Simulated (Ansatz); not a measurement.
Set up this calculation in Ansatz 0.2.0, as the native input.

```yaml
Task: single point
Functional: PBEsol
Potentials_or_basis: Ansatz PAW
Cutoff: "420 eV (not typed: the program's choice for these potentials)"
k_mesh: 9 × 9 × 9
Occupations: fermi-dirac, width 0.05 eV
Spin: collinear spin, ferromagnetic start
Starting_moments: "[3.0, 2.0, 0.0, 0.0] μB"
Fixed_moment: 5 μB
```

Crystal: VCrC2.

```
Cr V C
1.0
     1.46063    0.84330    4.73939
    -1.46063    0.84330    4.73939
     0.00000   -1.68659    4.73939
Cr V C
1 1 2
Direct
  0.50000 0.50000 0.50000
  0.00000 0.00000 0.00000
  0.24876 0.24876 0.24876
  0.75124 0.75124 0.75124
```

The cell comes from a database or a generator and needn't be the stable form of this composition.

These files were run (other wordings do the same):

input.yaml

```yaml
crystal:
  lattice:
    - [1.4606320425, 0.8432963029, 4.7393853233]
    - [-1.4606320425, 0.8432963029, 4.7393853233]
    - [0.0, -1.6865926058, 4.7393853233]
  atoms:
    - { symbol: Cr, position: [0.5, 0.5, 0.5], spin: 3.0 }
    - { symbol: V, position: [0.0, 0.0, 0.0], spin: 2.0 }
    - { symbol: C, position: [0.248759, 0.248759, 0.248759] }
    - { symbol: C, position: [0.751241, 0.751241, 0.751241] }
hamiltonian:
  xc: pbesol
  pseudopotentials: { kind: paw }
magnetization:
  spin_polarized: true
  initial_magnetization: 5.0
  spin_locking: { lock_magnetization: hard }
kpoints:
  mp_grid: { grid: [9, 9, 9] }
scf:
  occupations: { method: fermi_dirac, width: 0.05 }
  lower_state_search: "off"
output:
  forces: true
  stress: true
  eigenvalues: true
```

Potentials or basis: Ansatz PAW.

The run is started by

```sh
$ ansatz run input.yaml --threads 2 --pin off --max-ram 5632MiB --backend cpu --events-out ev --progress --plain --runs-dir out
```

It gave:

The pressure is 23.2 GPa, the largest force is 0.092 eV/Å and the net moment is 5.00 μB per cell. The absolute moment is 5.00 μB per cell and the site moments are Cr +2.23; V +1.25; C +0.23 μB.

Caveat: the pressure holds a Pulay correction of +0.4 GPa for the finite cutoff; the total moment is fixed, so each spin has its own Fermi level; the PAW data sets come from PBE, with cores solved anew for the run's functional, which leaves a small shift of forces and pressure; the thresholds are loose for stress.

Wall time 2.8 s on 2 threads of Intel(R) Xeon(R) 6975P-C (Granite Rapids), with other jobs on the host, peak memory 0.47 GiB.
